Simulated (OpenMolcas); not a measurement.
# Mo²⁺: CASSCF and CASPT2 terms and fine-structure levels

Aim: the low terms and levels of Mo²⁺, with their order and spacing, then second-order correlation under several settings.

Method: state-averaged CASSCF and CASPT2, spin-orbit coupling by RASSI with atomic mean-field integrals. Code: OpenMolcas 26.06.

### Step 1. The system

```
Species                           : Mo²⁺ (molybdenum, Z = 42, 40 electrons)
Basis                             : ANO-RCC-VQZP [8s7p5d3f2g1h], 104 functions
Scalar Hamiltonian                : DKH2, point nucleus
Inactive shells                   : 1s 2s 2p 3s 3p 3d 4s 4p
Active space                      : 4 electrons in 10 orbitals (4d 5d)
Some configurations of this space : 4d⁴
Orbitals                          : optimised for each spin and parity, averaged over all roots
```

The outer shells:

4d4
```
4d [↑ ][↑ ][↑ ][↑ ][  ]
```

The work runs as a chain of OpenMolcas steps in one folder; each step below is one input file. Labels, J, g values, rates, χT and fits are worked out afterwards by a script from the matrices that RASSI stores.

### Step 2. GATEWAY and SEWARD: basis and integrals

a.inp reads:

```
&GATEWAY
Coord
1

Mo 0.0 0.0 0.0
Basis=ANO-RCC-VQZP
Group=XYZ
NoMove
AngMom=0.0 0.0 0.0
AMFI
&SEWARD
```

On the command line:

```sh
$ OMP_NUM_THREADS=1 MOLCAS_MEM=1689 MOLCAS_PROJECT=a pymolcas a.inp > a.log
```

### Step 3. Start orbitals from a smaller active space

a.inp reads:

```
&RASSCF
FileOrb=start.orb
Symmetry=1
Spin=5
nActEl=4 0 0
Inactive=9 9
Ras2=5 0
CIRoot=5 5 1
SDav=5
CIMx=300
Iter=120 100
PrWF=0.3
OrbListing=Nothing
MaxOrb=0
Atom
>>> COPY $Project.JobIph JOBPRE
```

### Step 4. Reference wave functions, quintets of even parity, 5 roots

a.inp reads:

```
&RASSCF
FileOrb=start.orb
Symmetry=1
Spin=5
nActEl=4 0 0
Inactive=9 9
Ras2=10 0
CIRoot=5 5 1
SDav=210
CIMx=300
Iter=120 100
PrWF=0.3
OrbListing=Nothing
MaxOrb=0
Atom
>>> COPY $Project.JobIph JOB001
```

### Step 5. Reference wave functions, triplets of even parity, 45 roots

a.inp reads:

```
&RASSCF
FileOrb=start.orb
Symmetry=1
Spin=3
nActEl=4 0 0
Inactive=9 9
Ras2=10 0
CIRoot=45 45 1
SDav=990
CIMx=300
Iter=120 100
PrWF=0.3
OrbListing=Nothing
MaxOrb=0
Atom
>>> COPY $Project.JobIph JOB002
```

### Step 6. Reference wave functions, singlets of even parity, 49 roots

a.inp reads:

```
&RASSCF
FileOrb=start.orb
Symmetry=1
Spin=1
nActEl=4 0 0
Inactive=9 9
Ras2=10 0
CIRoot=49 49 1
SDav=825
CIMx=300
Iter=120 100
PrWF=0.3
OrbListing=Nothing
MaxOrb=0
Atom
>>> COPY $Project.JobIph JOB003
```

### Step 7. State interaction with spin-orbit coupling

a.inp reads:

```
&RASSI
NrOfJobIphs=3 5 45 49
1 2 3 4 5
1 2 3 4 5 6 7 8 9 10 11 12 13 14 15 16 17 18 19 20 21 22 23 24 25 26 27
28 29 30 31 32 33 34 35 36 37 38 39 40 41 42 43 44 45
1 2 3 4 5 6 7 8 9 10 11 12 13 14 15 16 17 18 19 20 21 22 23 24 25 26 27
28 29 30 31 32 33 34 35 36 37 38 39 40 41 42 43 44 45 46 47 48 49
IphNames
JOB001
JOB002
JOB003
EJob
SpinOrbit
DIPRint=1.0
SOCoupling=1000.0
Subsets=2
MEES
Property=10
'ANGMOM' 1 'ANGMOM' 2 'ANGMOM' 3 'MLTPL  1' 1 'MLTPL  1' 2 'MLTPL  1' 3
'AMFI' 1 'AMFI' 2 'AMFI' 3 'MLTPL  2' 6
SOProperty=3
'ANGMOM' 1 'ANGMOM' 2 'ANGMOM' 3
```

### Step 8. CASPT2: IPEA 0.25, imaginary shift 0.1 (closed shells correlated: 4s 4p)

a.inp reads:

```
>>> COPY JOB001 $Project.JobIph
&CASPT2
Multistate=5 1 2 3 4 5
Frozen=8 6
IPEA=0.25
Imaginary=0.1
MaxIter=60
WThr=0.0 0.3 0.05
PrWF=0.5
NoMix
>>> COPY JOB002 $Project.JobIph
&CASPT2
Multistate=45 1 2 3 4 5 6 7 8 9 10 11 12 13 14 15 16 17 18 19 20 21 22
23 24 25 26 27 28 29 30 31 32 33 34 35 36 37 38 39 40 41 42 43 44 45
Frozen=8 6
IPEA=0.25
Imaginary=0.1
MaxIter=60
WThr=0.0 0.3 0.05
PrWF=0.5
NoMix
>>> COPY JOB003 $Project.JobIph
&CASPT2
Multistate=49 1 2 3 4 5 6 7 8 9 10 11 12 13 14 15 16 17 18 19 20 21 22
23 24 25 26 27 28 29 30 31 32 33 34 35 36 37 38 39 40 41 42 43 44 45 46
47 48 49
Frozen=8 6
IPEA=0.25
Imaginary=0.1
MaxIter=60
WThr=0.0 0.3 0.05
PrWF=0.5
NoMix
```

### Step 9. CASPT2: IPEA 0.25, real shift 0.2 (closed shells correlated: 4s 4p)

a.inp, as its differences from that of step 8:

```diff
@@ -5,3 +5,3 @@
 IPEA=0.25
-Imaginary=0.1
+Shift=0.2
 MaxIter=60
@@ -16,3 +16,3 @@
 IPEA=0.25
-Imaginary=0.1
+Shift=0.2
 MaxIter=60
@@ -28,3 +28,3 @@
 IPEA=0.25
-Imaginary=0.1
+Shift=0.2
 MaxIter=60
```

(Steps that only read results are left out.)

**Question.** What will these runs give? Wanted: lowest level; first excited level; lowest level of another term; spin-orbit lowering of the lowest level; strongest of the lines computed, by gA.

The runs gave:

| quantity | value |
| --- | --- |
| method | SS-CASPT2, IPEA 0.25, imaginary shift 0.1 (closed shells correlated: 4s 4p) |
| lowest level | 4d⁴ ⁵D₀, 98 % of that term |
| ground level listed by NIST | 5D0 |
| first excited level | 4d⁴ ⁵D₁ at 244 cm⁻¹ |
| lowest level of another term | 4d⁴ ³P₀(1) at 11370 cm⁻¹ |
| spin-orbit lowering of the lowest level | 1312 cm⁻¹ |
| strongest of the lines computed, by gA (one parity, so forbidden lines), at CASSCF energies | 4d⁴ ¹D₂(2) → 4d⁴ ¹G₄(1), 282.3 nm, A = 2.71e+01 s⁻¹ |

Cost and accuracy by method:

```
                                              method  time of its own steps  time with the reference  mean absolute difference from the measured levels (cm-1)
                                           A. CASSCF                   74 s                     74 s                                                      3700
B. SS-CASPT2, IPEA 0.25, imaginary shift 0.1, +4s 4p                 21 min                   23 min                                                       510
     C. SS-CASPT2, IPEA 0.25, real shift 0.2, +4s 4p                 21 min                   23 min                                                       590
```

Times are of one thread on a shared host.

What this shows: The multiplet ⁵D is regular; its intervals divided by the larger J differ by 39 % of their mean, where Landé's rule for pure LS coupling makes them equal. Second-order correlation (method B) scales the levels of the lowest configuration above 5000 cm⁻¹ by 0.73 to 0.88. Method B lies closest to the measured levels (510 cm⁻¹ on average) and A farthest (3700). Only the configurations of the active space and the roots asked for are present. Not all states of the active space went into the spin-orbit step. CASPT2 does not keep the components of a term degenerate, and the means are used. The levels of the extra active shells were not computed. Levels of other configurations are missing from the list.
